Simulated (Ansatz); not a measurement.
Run this with the Python package of Ansatz (0.2.0) and show what comes out.

`yal3_yal3.vasp`
```text
YAl3
1.0
   4.24003056    0.00000000    0.00000000
   0.00000000    4.24003056    0.00000000
   0.00000000    0.00000000    4.24003056
Y Al
1 3
Direct
   0.00000000    0.00000000    0.00000000
   0.00000000    0.50000000    0.50000000
   0.50000000    0.50000000    0.00000000
   0.50000000    0.00000000    0.50000000
```

Input file `yal3_y.cif`:
```cif
data_Y
_cell_length_a 3.647400
_cell_length_b 3.647400
_cell_length_c 5.730600
_cell_angle_alpha 90.00000
_cell_angle_beta 90.00000
_cell_angle_gamma 120.00000
_symmetry_space_group_name_H-M 'P 1'
_symmetry_Int_Tables_number 1
loop_
_symmetry_equiv_pos_as_xyz
'x, y, z'
loop_
_atom_site_label
_atom_site_type_symbol
_atom_site_fract_x
_atom_site_fract_y
_atom_site_fract_z
Y1 Y    0.333333    0.666667    0.250000
Y2 Y    0.666667    0.333333    0.750000
```

Input file `yal3_al.cif`:
```cif
data_Al
_cell_length_a 2.863507
_cell_length_b 2.863507
_cell_length_c 2.863507
_cell_angle_alpha 60.00000
_cell_angle_beta 60.00000
_cell_angle_gamma 60.00000
_symmetry_space_group_name_H-M 'P 1'
_symmetry_Int_Tables_number 1
loop_
_symmetry_equiv_pos_as_xyz
'x, y, z'
loop_
_atom_site_label
_atom_site_type_symbol
_atom_site_fract_x
_atom_site_fract_y
_atom_site_fract_z
Al1 Al    0.000000    0.000000    0.000000
```

The script, `formation_yal3.py`:
```python
"""Heat of formation of YAl3 at zero temperature, after relaxing atoms and volume at fixed cell shape."""

from collections import Counter
import warnings

import ansatz as az
from ase.io import read
import numpy as np

CUTOFF_EV = 550
K_SPACING = 0.3
OCCUPATIONS = "fermi_dirac"
SIGMA = 0.05


def solve(name, crystal):
    calc = (
        crystal.calculation()
        .functional(az.Functional.R2SCAN)
        .basis(CUTOFF_EV)
        .kpoints(spacing=K_SPACING)
        .occupations(OCCUPATIONS, width=SIGMA)
        .stress()
    )
    calc = calc.relax(force_tolerance=0.02, max_steps=40, fix_cell=["shape"])
    return calc.run(threads=1, backend="cpu")


def counts(outcome):
    return Counter(site.symbol for site in outcome.lattice.sites)

def formation_energy(outcome, mu):
    n = counts(outcome)
    return (outcome.report["energy_sigma0_ev"] - sum(k * mu[element] for element, k in n.items())) / sum(n.values())


def volume_per_atom(outcome):
    return abs(np.linalg.det(outcome.lattice.cell_ang)) / len(outcome.lattice.sites)


def main() -> None:
    warnings.simplefilter("ignore", az.DeckWarning)

    phases = {}
    atoms = read("yal3_yal3.vasp", format="vasp")
    yal3 = az.Crystal.from_ase(atoms)
    phases["YAl3"] = yal3
    atoms = read("yal3_y.cif")
    y = az.Crystal.from_ase(atoms)
    phases["Y"] = y
    atoms = read("yal3_al.cif")
    al = az.Crystal.from_ase(atoms)
    phases["Al"] = al

    done = {}
    for name, crystal in phases.items():
        done[name] = solve(name, crystal)
        print(f"{name}: {done[name].report['energy_sigma0_ev']:.4f} eV, {len(done[name].lattice.sites)} atoms")

    # energy of one atom in its reference phase
    references = {"Y": "Y", "Al": "Al"}
    mu = {element: done[name].report["energy_sigma0_ev"] / len(done[name].lattice.sites) for element, name in references.items()}

    target = done["YAl3"]
    heat = formation_energy(target, mu)
    for element, value in mu.items():
        print(f"mu({element}) = {value:.4f} eV from {references[element]}, {volume_per_atom(done[references[element]]):.2f} A^3/atom")
    print(f"formation energy of YAl3: {heat:.4f} eV/atom = {96.4853 * heat:.1f} kJ/mol of atoms")


if __name__ == "__main__":
    main()
```

Output of `python formation_yal3.py`:
```text
YAl3: -5482.7448 eV, 4 atoms
Y: -7719.4275 eV, 2 atoms
Al: -540.3750 eV, 1 atoms
mu(Y) = -3859.7137 eV from Y, 33.49 A^3/atom
mu(Al) = -540.3750 eV from Al, 15.96 A^3/atom
formation energy of YAl3: -0.4765 eV/atom = -46.0 kJ/mol of atoms
```

The formation energy is -0.476 eV an atom (-46.0 kJ per mole of atoms), so YAl3 lies below the reference phases.

Total energies depend on the potentials; only differences at equal settings carry meaning. For the metals among these phases the mesh is modest: differences between phases can be off by up to 40 meV an atom. Atoms and volume are relaxed with the cell's shape held, which in cells of lower than cubic symmetry can hide stresses and shift volumes. The cells come from databases of deposited and of computed structures, and not all need be stable phases. The compound is the structure given, not necessarily its lowest; energies are at zero temperature, with no correction for gases. A semilocal functional's error on such energies is often 0.05 to 0.1 eV an atom, and 0.1 to 0.3 eV against gases such as O2 or F2. Timing: 24 s on 1 thread of Arm Neoverse V2, with other jobs on the host, peak memory 0.64 GiB.

(Lines on the test bed's own set-up are left out of the output.)
